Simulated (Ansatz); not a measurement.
# Ta4Si3Ni10B3: the cost of one run

Program: Ansatz 0.2.0. Level of theory: DFT PBE, scalar-relativistic, plane waves, PAW. These are calculated values, not measurements.

### 1 Starting point

The cell holds 20 atoms (B3Ni10Si3Ta4): a = 6.095 Å, b = 6.186 Å, c = 6.451 Å, α = 91.90°, β = 89.70°, γ = 88.66°.

10 Ni, 4 Ta, 3 Si, 3 B were thrown into a skewed cell at random, at 0.96 times a reference volume of the solid, and pushed apart as soft spheres.

Its coordinates follow in the input file.

### 2 Stage at 3080 K

The cutoff is lowered while the worst contacts of the packing are taken out. One k point, a Fermi-Dirac width of 0.265 eV and a fixed cell.

The input, input.yaml:

```yaml
crystal:
  lattice:
    - [6.09469, 0.071986, 0.017014]
    - [0.071986, 6.185189, -0.104788]
    - [0.017014, -0.104788, 6.449776]
  atoms:
    - { symbol: Ni, position: [0.5141315019, 0.9660916476, 0.3714811048] }
    - { symbol: Ni, position: [0.4823088801, 0.3462470323, 0.1328389163] }
    - { symbol: Ni, position: [0.0317511068, 0.7760330188, 0.9309536376] }
    - { symbol: Ni, position: [0.5631827784, 0.0565935961, 0.7357704507] }
    - { symbol: Ni, position: [0.7437601628, 0.0364006484, 0.07129401] }
    - { symbol: Ni, position: [0.0521685349, 0.9101908112, 0.280903385] }
    - { symbol: Ni, position: [0.3424525436, 0.9922706043, 0.0427893883] }
    - { symbol: Ni, position: [0.7023111683, 0.6675721373, 0.1694443685] }
    - { symbol: Ni, position: [0.1921580104, 0.9498271291, 0.6293100894] }
    - { symbol: Ni, position: [0.4106595187, 0.3239845547, 0.5069170548] }
    - { symbol: Ta, position: [0.4539107269, 0.6395306964, 0.8138203599] }
    - { symbol: Ta, position: [0.8116645079, 0.71416839, 0.5721791546] }
    - { symbol: Ta, position: [0.8494052995, 0.2894660718, 0.4205853998] }
    - { symbol: Ta, position: [0.8229671668, 0.389935575, 0.8455810332] }
    - { symbol: Si, position: [0.3051256084, 0.6623668061, 0.405247991] }
    - { symbol: Si, position: [0.1274886739, 0.4978196319, 0.1513046506] }
    - { symbol: Si, position: [0.2491087408, 0.2584974064, 0.8259889506] }
    - { symbol: B, position: [0.1419068511, 0.4801893313, 0.621909984] }
    - { symbol: B, position: [0.2257509788, 0.1934282027, 0.2780681469] }
    - { symbol: B, position: [0.0523142662, 0.1674523761, 0.0834590847] }
  symmetry: { detect: false }
basis:
  ecutwfc: 320
  xc_grid: 1
kpoints:
  mp_grid: { grid: [1, 1, 1], shift: [0.25, 0.25, 0.25] }
hamiltonian:
  xc: pbe
scf:
  occupations: { method: fermi_dirac, width: 0.2654 }
  lower_state_search: "off"
  convergence: { dr2_threshold: 1.0e-05 }
output:
  forces: true
  stress: true
md:
  timestep: 1.5
  n_steps: 24
  ensemble: nvt_langevin
  friction: 0.03
  temperature: 3080.0
  initial_velocities: maxwell_boltzmann
  seed: 90079
```

Launch:

```bash
> ansatz run input.yaml --threads 2 --pin off --max-ram 5120MiB --backend cpu --events-out ev --progress --plain --runs-dir out
```

**Question.** How long does this run take on 2 threads of Arm Neoverse V2, shared host, and how much memory does it need?

About 45 s, with a peak of 0.46 GiB.
